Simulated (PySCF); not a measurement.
# C₃H₁₀BN: electronic excitations and core binding energies

Aim: predict the electronic excitations and core binding energies of C₃H₁₀BN (`BNCCC`).

Computed with PySCF 2.14.0, with density-fitted response routines of our own, on a single molecule in the gas phase. Atoms are numbered from 0 throughout.

### Step 1. The molecule as given

15 atoms, charge 0, multiplicity 1; geometry from: GFN2-xTB.

Bonds of the start (Å): B0–N1 1.38, N1–C2 1.45, C2–C3 1.53, C3–C4 1.52, B0–H5 1.17, B0–H6 1.17, N1–H7 1.01, C2–H8 1.10, C2–H9 1.09, C3–H10 1.09, C3–H11 1.09, C4–H12 1.09, C4–H13 1.09, C4–H14 1.09.

### Step 2. TDDFT and polarisability: CAM-B3LYP/def2-SVPD

Job settings and geometry (Å):

```
{"job": {"kind": "uv", "xc": "CAM-B3LYP", "basis": "def2-SVPD", "nstates": 8, "ntriplets": 3}, "charge": 0, "multiplicity": 1}
B     -2.649744    -0.070881    -0.297245
N     -1.473411    -0.305955     0.377441
C     -0.222939     0.407520     0.250933
C      0.898191    -0.494811    -0.275072
C      2.200451     0.273888    -0.456933
H     -3.569921    -0.764827    -0.085386
H     -2.702119     0.816906    -1.060697
H     -1.400398    -1.069798     1.035038
H      0.072842     0.817454     1.226356
H     -0.375387     1.241251    -0.437094
H      1.054874    -1.319737     0.425282
H      0.584544    -0.922584    -1.229645
H      2.523815     0.705854     0.487625
H      2.984919    -0.386388    -0.818737
H      2.069869     1.080099    -1.175090
```

With the program's defaults for keys left out, this is: TDDFT CAM-B3LYP/def2-SVPD, vertical, gas phase, core orbitals frozen in the response.

Command:

```
> OMP_NUM_THREADS=1 python probes_run.py task.json out
```

One launch serves the whole session: the jobs run in the order shown.

The program printed:

```text
coarse grid: 11608 points
cycle   1  E = -199.6529042347  dE =  3.938e-01  |g| = 3.125e-01  |ddm| = 5.552e+00
cycle   2  E = -199.6660633722  dE = -1.316e-02  |g| = 2.527e-01  |ddm| = 9.030e-01
cycle   3  E = -199.6800512375  dE = -1.399e-02  |g| = 4.937e-02  |ddm| = 3.518e-01
cycle   4  E = -199.6805014474  dE = -4.502e-04  |g| = 2.305e-02  |ddm| = 7.977e-02
cycle   5  E = -199.6806224337  dE = -1.210e-04  |g| = 3.580e-03  |ddm| = 3.370e-02
cycle   6  E = -199.6806256304  dE = -3.197e-06  |g| = 8.330e-04  |ddm| = 7.516e-03
final grid: 109544 points
cycle   7  E = -199.7185568487  dE = -3.162e-05  |g| = 3.737e-03  |ddm| = 7.431e-02
cycle   8  E = -199.7185570948  dE = -2.461e-07  |g| = 3.734e-03  |ddm| = 1.192e-02
cycle   9  E = -199.7185604148  dE = -3.320e-06  |g| = 3.659e-04  |ddm| = 4.447e-03
cycle  10  E = -199.7185604375  dE = -2.276e-08  |g| = 1.863e-04  |ddm| = 6.160e-04
cycle  11  E = -199.7185604454  dE = -7.825e-09  |g| = 2.028e-05  |ddm| = 2.832e-04
cycle  12  E = -199.7185604455  dE = -1.233e-10  |g| = 5.256e-06  |ddm| = 5.925e-05
converged SCF energy = -199.7185604455

Static polarisability (au): isotropic 61.588, principal 52.282 56.534 75.947

Singlet excitations
state   eV       nm        f      main configurations
  1   7.2664    170.6   0.01171   H->L 0.74, H->L+2 0.10
  2   7.3820    168.0   0.00336   H-1->L+1 0.90
  3   7.5955    163.2   0.29625   H->L+1 0.94
  4   8.2083    151.0   0.00687   H->L+2 0.48, H->L+3 0.17, H->L 0.16
  5   8.4709    146.4   0.01521   H->L+3 0.64, H->L+2 0.28
  6   8.6757    142.9   0.04143   H->L+4 0.84
  7   8.7410    141.8   0.04764   H-1->L 0.72, H-1->L+2 0.18
  8   9.1407    135.6   0.00323   H-2->L 0.44, H-4->L+1 0.16, H-2->L+1 0.15

Triplet excitations (Tamm-Dancoff, eV): 5.7433 6.7414 7.0769
```

Wall time 67 s (1 thread of Intel Xeon at 2.50GHz, shared host); peak memory 0.76 GiB.

The orbitals next to the gap, with their largest atomic shares:

| orbital | eV | atoms |
| --- | --- | --- |
| HOMO−3 | -11.45 | C3 25 %, C4 23 %, C2 11 % |
| HOMO−2 | -11.04 | C3 26 %, C2 13 %, C4 12 % |
| HOMO−1 | -10.34 | B0 39 %, H5 22 %, H6 19 % |
| HOMO | -9.20 | N1 49 %, B0 14 %, C2 13 % |
| LUMO | 1.24 | B0 32 %, C3 11 %, C4 10 % |
| LUMO+1 | 1.41 | B0 45 %, N1 18 %, H6 13 % |
| LUMO+2 | 1.67 | C4 24 %, B0 21 %, H13 10 % |

With each of the 8 states as a Gaussian band of 0.4 eV half-width at 1/e, the curve within the window shown has maxima at 163 nm (ε 12,000), 143 nm (ε 4,100) L/(mol cm). Beyond the last state computed it falls off for lack of states. The curve at chosen wavelengths:

```
 nm  ε (L/mol/cm)
131           210
133           544
135          1184
137          2137
140          3622
142          4116
144          3996
146          3430
148          2798
150          2526
153          3499
155          5225
157          7555
159          9939
161         11711
163         12375
166         11108
168          9205
170          7018
172          4962
174          3279
176          2040
179           909
181           502
183           267
185           138
```

Ground-state properties from the same run:

| property | computed |
| --- | --- |
| dipole moment (D) | 2.12 |
| polarisability (Å³) | 9.13 |
| HOMO–LUMO gap (eV) | 10.44 |
| −ε(HOMO) (eV) | 9.20 |

### Step 3. Core-electron binding energies: SCAN, X2C

Same as in step 2 but for these lines:

```diff
@@ -1,2 +1,2 @@
-{"job": {"kind": "uv", "xc": "CAM-B3LYP", "basis": "def2-SVPD", "nstates": 8, "ntriplets": 3}, "charge": 0, "multiplicity": 1}
+{"job": {"kind": "xps"}, "charge": 0, "multiplicity": 1}
 B     -2.649744    -0.070881    -0.297245
```

Method: delta-SCF UKS SCAN, pcX-2 on the ionised atom, pcseg-1 elsewhere, spin-free X2C.

The program printed:

```text
ground state, core basis on atom 0 (B), 151 functions
  cycle   1  E = -199.84097731  |g| = 4.92e-01
  cycle   2  E = -199.81400903  |g| = 5.93e-01
  cycle   3  E = -199.90858063  |g| = 8.94e-02
  cycle   4  E = -199.91035642  |g| = 4.01e-02
  cycle   5  E = -199.91072101  |g| = 9.63e-03
  cycle   6  E = -199.91074103  |g| = 3.21e-03
  cycle   7  E = -199.91074410  |g| = 6.42e-04
  cycle   8  E = -199.91074338  |g| = 2.77e-04
  E(ground) = -199.92302662 Eh
hole in B 1s of atom 0
  cycle   1  E = -192.33850647  |g| = 1.16e+00
  cycle   2  E = -190.54498672  |g| = 1.77e+00
  cycle   3  E = -192.56786112  |g| = 5.41e-01
  cycle   4  E = -192.70728217  |g| = 2.65e-01
  cycle   5  E = -192.72716469  |g| = 1.96e-01
  cycle   6  E = -192.74494772  |g| = 5.22e-02
  cycle   7  E = -192.74674191  |g| = 1.75e-02
  cycle   8  E = -192.74721241  |g| = 1.18e-02
  cycle   9  E = -192.74754032  |g| = 9.23e-03
  cycle  10  E = -192.74780564  |g| = 5.55e-03
  cycle  11  E = -192.74791155  |g| = 3.18e-03
  cycle  12  E = -192.74794544  |g| = 1.47e-03
  cycle  13  E = -192.74794725  |g| = 6.46e-04
  cycle  14  E = -192.74794789  |g| = 2.70e-04
  E(ion) = -192.76018470 Eh   <S^2> = 0.9122   hole on atom = 1.000   binding energy = 194.911 eV
ground state, core basis on atom 1 (N), 151 functions
  cycle   1  E = -199.92938467  |g| = 7.21e-02
  cycle   2  E = -199.92937942  |g| = 1.09e-02
  cycle   3  E = -199.92933474  |g| = 1.72e-02
  cycle   4  E = -199.92940869  |g| = 2.56e-03
  cycle   5  E = -199.92940984  |g| = 4.09e-04
  E(ground) = -199.93904194 Eh
hole in N 1s of atom 1
  cycle   1  E = -184.33956677  |g| = 1.87e+00
  cycle   2  E = -183.68924413  |g| = 2.09e+00
  cycle   3  E = -184.99270441  |g| = 3.85e-01
  cycle   4  E = -185.03615435  |g| = 1.26e-01
  cycle   5  E = -185.04310535  |g| = 4.47e-02
  cycle   6  E = -185.04407744  |g| = 6.53e-03
  cycle   7  E = -185.04410004  |g| = 2.31e-03
  cycle   8  E = -185.04410187  |g| = 9.83e-04
  cycle   9  E = -185.04410415  |g| = 4.81e-04
  E(ion) = -185.05247848 Eh   <S^2> = 0.7660   hole on atom = 1.000   binding energy = 405.084 eV
ground state, core basis on atom 2 (C), 151 functions
  cycle   1  E = -199.91816895  |g| = 5.64e-02
  cycle   2  E = -199.91816643  |g| = 1.19e-02
  cycle   3  E = -199.91815483  |g| = 1.39e-02
  cycle   4  E = -199.91819872  |g| = 7.44e-04
  cycle   5  E = -199.91819924  |g| = 3.15e-04
  E(ground) = -199.92945911 Eh
hole in C 1s of atom 2
  cycle   1  E = -188.64346155  |g| = 1.51e+00
  cycle   2  E = -187.61912143  |g| = 2.05e+00
  cycle   3  E = -189.13841419  |g| = 3.82e-01
  cycle   4  E = -189.18290501  |g| = 2.20e-01
  cycle   5  E = -189.20375249  |g| = 7.24e-02
  cycle   6  E = -189.20575750  |g| = 1.45e-02
  cycle   7  E = -189.20587389  |g| = 5.50e-03
  cycle   8  E = -189.20589642  |g| = 2.56e-03
  cycle   9  E = -189.20590200  |g| = 1.46e-03
  cycle  10  E = -189.20590316  |g| = 4.06e-04
  E(ion) = -189.21601685 Eh   <S^2> = 0.7709   hole on atom = 1.000   binding energy = 291.528 eV
ground state, core basis on atom 3 (C), 151 functions
  cycle   1  E = -199.91763732  |g| = 5.88e-02
  cycle   2  E = -199.91759151  |g| = 2.45e-02
  cycle   3  E = -199.91762977  |g| = 2.10e-02
  cycle   4  E = -199.91773054  |g| = 2.84e-03
  cycle   5  E = -199.91773229  |g| = 6.18e-04
  cycle   6  E = -199.91773242  |g| = 7.11e-05
  E(ground) = -199.92912160 Eh
hole in C 1s of atom 3
  cycle   1  E = -188.67188750  |g| = 1.51e+00
  cycle   2  E = -187.94862002  |g| = 1.87e+00
  cycle   3  E = -189.18980753  |g| = 3.40e-01
  cycle   4  E = -189.22902311  |g| = 1.36e-01
  cycle   5  E = -189.23566152  |g| = 5.99e-02
  cycle   6  E = -189.23709298  |g| = 1.35e-02
  cycle   7  E = -189.23717032  |g| = 6.79e-03
  cycle   8  E = -189.23719657  |g| = 1.79e-03
  cycle   9  E = -189.23719934  |g| = 9.28e-04
  cycle  10  E = -189.23719968  |g| = 3.43e-04
  E(ion) = -189.24754189 Eh   <S^2> = 0.7689   hole on atom = 1.000   binding energy = 290.661 eV
ground state, core basis on atom 4 (C), 151 functions
  cycle   1  E = -199.91649643  |g| = 5.79e-02
  cycle   2  E = -199.91645068  |g| = 2.25e-02
  cycle   3  E = -199.91647686  |g| = 2.00e-02
  cycle   4  E = -199.91657038  |g| = 1.90e-03
  cycle   5  E = -199.91657183  |g| = 2.46e-04
  E(ground) = -199.92805231 Eh
hole in C 1s of atom 4
  cycle   1  E = -188.68004216  |g| = 1.50e+00
  cycle   2  E = -188.12194896  |g| = 1.74e+00
  cycle   3  E = -189.19172220  |g| = 3.26e-01
  cycle   4  E = -189.21942846  |g| = 1.83e-01
  cycle   5  E = -189.23371421  |g| = 5.34e-02
  cycle   6  E = -189.23489598  |g| = 9.10e-03
  cycle   7  E = -189.23493569  |g| = 4.64e-03
  cycle   8  E = -189.23494901  |g| = 1.44e-03
  cycle   9  E = -189.23495071  |g| = 7.87e-04
  cycle  10  E = -189.23495135  |g| = 2.84e-04
  E(ion) = -189.24537075 Eh   <S^2> = 0.7670   hole on atom = 1.000   binding energy = 290.691 eV
```

It took 3.3 min on 1 thread of Intel Xeon at 2.50GHz, shared host; peak memory 0.63 GiB.

The holes in one table. −ε is the ground-state orbital energy:

| hole | stands for | environment | ΔSCF (eV) | −ε (eV) | ⟨S²⟩ |
| --- | --- | --- | --- | --- | --- |
| B1s on B0 | B0 | boron bonded to N, 2 H | 194.91 (doubtful) | 179.1 | 0.912 |
| N1s on N1 | N1 | nitrogen bonded to C, B, H | 405.08 | 386.1 | 0.766 |
| C1s on C2 | C2 | sp3 CH2 bonded to N | 291.53 | 274.5 | 0.771 |
| C1s on C3 | C3 | sp3 CH2 | 290.66 | 273.7 | 0.769 |
| C1s on C4 | C4 | methyl carbon | 290.69 | 273.4 | 0.767 |

Doubtful: the ion did not converge, its hole moved, or its ⟨S²⟩ is well above 0.75.

### Step 4. Summary of results

| quantity | value |
| --- | --- |
| lowest singlet (CAM-B3LYP/def2-SVPD) | 7.27 eV (171 nm), f = 0.012 |
| brightest single state of those computed | state 3, 7.60 eV, f = 0.296 |
| lowest triplet | 5.74 eV |
| C1s binding energies, SCAN/pcX-2 | C2 291.53, C4 290.69, C3 290.66 eV |
| N1s binding energies, SCAN/pcX-2 | N1 405.08 eV |

**Reading.** The lowest singlet, at 7.27 eV, is HOMO→LUMO 0.74, HOMO→LUMO+2 0.10 and is weak; of the 8 states computed, the strongest absorption comes from state 3 at 7.60 eV. The lowest triplet lies 1.52 eV below the lowest singlet (triplets in Tamm-Dancoff, singlets in full TDDFT). The C1s levels kept as sound span 0.87 eV, from C3 (sp3 CH2) up to C2 (sp3 CH2 bonded to N).
